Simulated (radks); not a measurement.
# Lu⁴⁺ in [Xe] 4f13: an all-electron calculation

What are the levels of the lutetium ion Lu4+, how large are its shells, and how does its energy divide?

The numbers are computed with radks (a radial shooting solver on a logarithmic mesh, Libxc functionals) version 1 (scalar-relativistic Kohn-Sham, exchange-only LDA, spin-unpolarised, spherical densities, finite nucleus), except any that are marked as measured or tabulated.

## Step 1: Starting point

```
element            : lutetium (Z = 71)
charge             : +4
electrons          : 67
configuration      : [Xe] 4f13
nuclear rms radius : 5.37 fm
```

The outer shells:

Lu⁴⁺
```
[Xe] core
4f [↑↓][↑↓][↑↓][↑↓][↑↓][↑↓][↑ ]
```

## Step 2: The calculation

Settings of this run:

```text
Z 71
configuration [Xe] 4f13
relativity scalar-relativistic
functional lda,
spin unpolarised
nucleus finite rms 5.37 fm
c 137.035999084
```

Started as:

```
> python run_ks.py task.json out
```

All runs below come from this command, one after another.

Q: Predict the outcome of this run.

The runs gave:

| quantity | value |
| --- | --- |
| total energy | -14542.3248 hartree |
| exchange-correlation share of it | 1.94 % |
| −T/E | 1.0925 |
| highest occupied level | 4f, -55.996 eV |
| most extended occupied level | 5p, <r> = 1.33 bohr |
| radius at density 0.001 e/bohr³ | 2.91 bohr |
| maxima of the radial density | 4 |
| ionisation energy, NIST | 66.8 (semi-emp.) eV |

The radial density shows 4 maxima for 5 occupied principal shells; where shells overlap, one shows as a shoulder or not at all. −T/E is 1.093: with relativity the kinetic term as defined here no longer equals −E. Minus the highest eigenvalue, 55.996 eV, is 84 % of the tabulated ionisation energy (66.8 eV); the potential of a semilocal functional falls off too fast, so its top eigenvalue is too shallow. Spin polarisation and multiplet splitting are left out. Spin-orbit splitting is averaged out at the scalar-relativistic level.
